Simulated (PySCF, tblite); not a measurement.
# C5H6F2GeO: geometry, infrared bands and NMR shifts

Aim: predict the infrared bands and NMR shifts of C5H6F2GeO (`F[CH](F)[GeH]1[CH]=COC=[CH]1`).

Computed with tblite 0.8.0 and PySCF 2.14.0, with density-fitted response routines of our own, on a single molecule in the gas phase. Atoms count from 0, in the outputs and in this text.

### 1 The molecule as given

15 atoms, charge 0, multiplicity 1; geometry from: force field or distance geometry start.

Bonds of the start (Å): F0–C1 1.39, C1–F2 1.37, C1–Ge3 1.91, Ge3–C4 1.91, C4–C5 1.30, C5–O6 1.35, O6–C7 1.37, C7–C8 1.32, C8–Ge3 1.94, C1–H9 1.12, Ge3–H10 1.55, C4–H11 1.06, C5–H12 1.11, C7–H13 1.09, C8–H14 1.03.

### 2 Geometry optimisation with GFN2-xTB

The job: settings as JSON, then the geometry in Å.

```
{"job": {"kind": "relax", "xc": "GFN2-xTB", "basis": "xTB"}, "charge": 0, "multiplicity": 1}
F      1.698600    -0.036300     2.113600
C      2.120700    -0.258600     0.808300
F      2.804800     0.862900     0.407300
Ge     0.661600    -0.578000    -0.385800
C     -0.001700     1.055400    -1.120800
C     -1.242700     1.396900    -0.907500
O     -2.173700     0.740000    -0.191800
C     -2.016800    -0.449700     0.474400
C     -0.934500    -1.194100     0.536900
H      2.834200    -1.127600     0.796500
H      1.030400    -1.535500    -1.546600
H      0.613100     1.684800    -1.715500
H     -1.563200     2.356300    -1.355200
H     -2.893100    -0.835700     0.995700
H     -0.942000    -2.072800     1.068600
```

The run is started by

```console
$ OMP_NUM_THREADS=1 python probes_run.py task.json out
```

The driver reads the jobs from task.json and runs them one after another.

**Question.** This job is followed by: GFN2-xTB harmonic vibrations, gas phase; GIAO PBE0/pcSseg-1 NMR shielding, non-relativistic, gas phase. What will the session give for the following? strongest single infrared mode (GFN2-xTB); zero-point energy (GFN2-xTB); 13C shifts against TMS (PBE0/pcSseg-1, means over atoms taken as alike); 1H shifts against TMS (PBE0/pcSseg-1, means over atoms taken as alike); 19F shifts against CFCl3 (PBE0/pcSseg-1, means over atoms taken as alike); 73Ge shifts against GeMe4 (PBE0/pcSseg-1); 17O shifts against H2O (PBE0/pcSseg-1).

The runs gave:

```
                                                                 quantity                       value
                                strongest single infrared mode (GFN2-xTB)       1905 cm⁻¹, 401 km/mol
                                             zero-point energy (GFN2-xTB)               59.7 kcal/mol
  13C shifts against TMS (PBE0/pcSseg-1, means over atoms taken as alike)      161.8, 128.5, 99.9 ppm
   1H shifts against TMS (PBE0/pcSseg-1, means over atoms taken as alike)  7.47, 6.34, 5.47, 4.97 ppm
19F shifts against CFCl3 (PBE0/pcSseg-1, means over atoms taken as alike)                  -148.0 ppm
                                73Ge shifts against GeMe4 (PBE0/pcSseg-1)                    -153 ppm
                                   17O shifts against H2O (PBE0/pcSseg-1)                   211.2 ppm
```

What this shows: Over 98 steps the energy fell by 0.490 eV; of the close pairs, C1–Ge3 changed most, 1.912 to 2.027 Å. All 39 modes are real, so the xTB geometry is a minimum. The strongest single mode, at 1905 cm⁻¹, moves mainly H10. Unscaled tight-binding wavenumbers are off by several per cent, some by more. Its intensities can rank the bands wrongly. The most deshielded carbon is C5, C7 (mean) (alkene carbon bearing oxygen), at 161.8 ppm: an sp2 carbon further deshielded by the attached heteroatom. H12, H13 (mean) (hydrogen on an alkene carbon bearing oxygen) lies farthest downfield among hydrogen, at 7.47 ppm; attached to an sp2 carbon and in the plane of the double bond. At PBE0/pcSseg-1: The widest tensor belongs to O6: span 352 ppm, with a paramagnetic part of -269 ppm. Spin-orbit coupling is left out, which matters for shieldings and couplings at and beside the heavy atoms.
